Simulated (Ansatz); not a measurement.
**Ta4O: how settings move the results**

This session on Ta4O sets out to see how the k-point mesh on the displaced cell moves the results.

Program: Ansatz 0.2.0. Level of theory: DFT PBEsol, scalar-relativistic, plane waves, PAW. These are calculated values, not measurements.

1 further run of the same task is left out (set aside as unsound or not needed).

## Step 1: Starting point

The structure is tetragonal, space group P4/mmm (No. 123). The conventional cell has a = 3.257 Å, b = 3.257 Å, c = 7.409 Å, α = 90.00°, β = 90.00°, γ = 90.00°. Around Ta (site symmetry 4/mmm) lie 4 O at 2.30 Å. Ta (site symmetry 4mm) is surrounded by 1 O at 2.10 Å. Around Ta (site symmetry 4/mmm) lie 8 Ta at 2.81 Å. O (site symmetry 4/mmm) is surrounded by 6 Ta at 2.10 to 2.30 Å.

Coordinates:

```xyz
5
Lattice="3.2575 0.0000 0.0000 0.0000 3.2575 0.0000 0.0000 0.0000 7.4093" Properties=species:S:1:pos:R:3 pbc="T T T"
Ta    0.0000    0.0000    3.7047
Ta    1.6287    1.6287    5.8027
Ta    1.6287    1.6287    1.6067
Ta    0.0000    0.0000    0.0000
O     1.6287    1.6287    3.7047
```

The structure comes from the Materials Project (structure only); it is used as listed.

## Step 2: The base run, which the others are set against

input.yaml reads:

```yaml
crystal:
  lattice:
    - [3.257497, 0.0, 0.0]
    - [0.0, 3.257497, 0.0]
    - [0.0, 0.0, 7.409341]
  atoms:
    - { symbol: Ta, position: [0.0, 0.0, 0.5] }
    - { symbol: Ta, position: [0.5, 0.5, 0.783158] }
    - { symbol: Ta, position: [0.5, 0.5, 0.216842] }
    - { symbol: Ta, position: [0.0, 0.0, 0.0] }
    - { symbol: O, position: [0.5, 0.5, 0.5] }
basis:
  ecutwfc: 420
kpoints:
  mp_grid: { grid: [12, 12, 6] }
hamiltonian:
  xc: pbesol
scf:
  occupations: { method: gaussian, width: 0.1 }
output:
  forces: true
  stress: true
  eigenvalues: true
  populations: true
  write_density: true
  write_potential: true
  elf: true
  volumetric_format: npy
```

It was run beforehand and gave: -7957.4753 eV/atom at zero smearing, pressure -8.16 GPa, largest force 0.094 eV/Å, no gap on the mesh, in 8 SCF cycles and 27 s.

The runs on the displaced cell use a copy made earlier, with the atoms moved and the axes strained (about 1 %) at random, so that forces and shear stress do not vanish.

## Step 3: K-point mesh on the displaced cell set to 1×1×1

input.yaml reads:

```yaml
crystal:
  lattice:
    - [3.2320470291, -0.0152481768, 0.0288595295]
    - [-0.0152481768, 3.26075649, -0.0239794059]
    - [0.0656424534, -0.0545423666, 7.3830922482]
  atoms:
    - { symbol: Ta, position: [0.055788104, 0.0175980815, 0.4959207976] }
    - { symbol: Ta, position: [0.5099888585, 0.4844793375, 0.7830196518] }
    - { symbol: Ta, position: [0.495895889, 0.5104955771, 0.2247411169] }
    - { symbol: Ta, position: [0.0271957279, 0.0119959521, -0.009953576] }
    - { symbol: O, position: [0.4860972249, 0.451268064, 0.5148622201] }
basis:
  ecutwfc: 420
kpoints:
  mp_grid: { grid: [1, 1, 1] }
hamiltonian:
  xc: pbesol
scf:
  occupations: { method: gaussian, width: 0.1 }
output:
  forces: true
  stress: true
  eigenvalues: true
```

Launch:

```sh
> ansatz run input.yaml --threads 1 --pin off --max-ram 2560MiB --backend cpu --events-out ev --progress --plain --runs-dir out
```

The session goes on with these runs: K-point mesh on the displaced cell set to 2×2×1; K-point mesh on the displaced cell set to 4×4×2; K-point mesh on the displaced cell set to 6×6×2; K-point mesh on the displaced cell: 6×6×4.

**Question.** What does this series show?

As calculated:

| quantity | value |
| --- | --- |
| k-point mesh on the displaced cell: within 10 and 1 meV/atom of 10×10×4 from | 4×4×2 for 10; 6×6×4 for 1 |

In the sweep of the k-point mesh on the displaced cell, 6×6×4 already comes within 1 meV/atom of the reference, and so do all later runs, at about 0.37 of the reference's time. That is measured against the best run here, which may itself be short of the limit. The gaps on the coarsest meshes are artefacts of sampling: the crystal is a metal on the dense ones. The error changes sign along the series, since a k mesh isn't variational, and a metal needs dense meshes to resolve its Fermi surface. Forces come within 0.01 eV/Å only at the reference itself. The listed cell is far from this method's equilibrium (-8.2 GPa, forces up to 0.09 eV/Å), so its values are not those of the relaxed crystal. These runs have no spin-orbit coupling; with Ta it would split and shift bands.
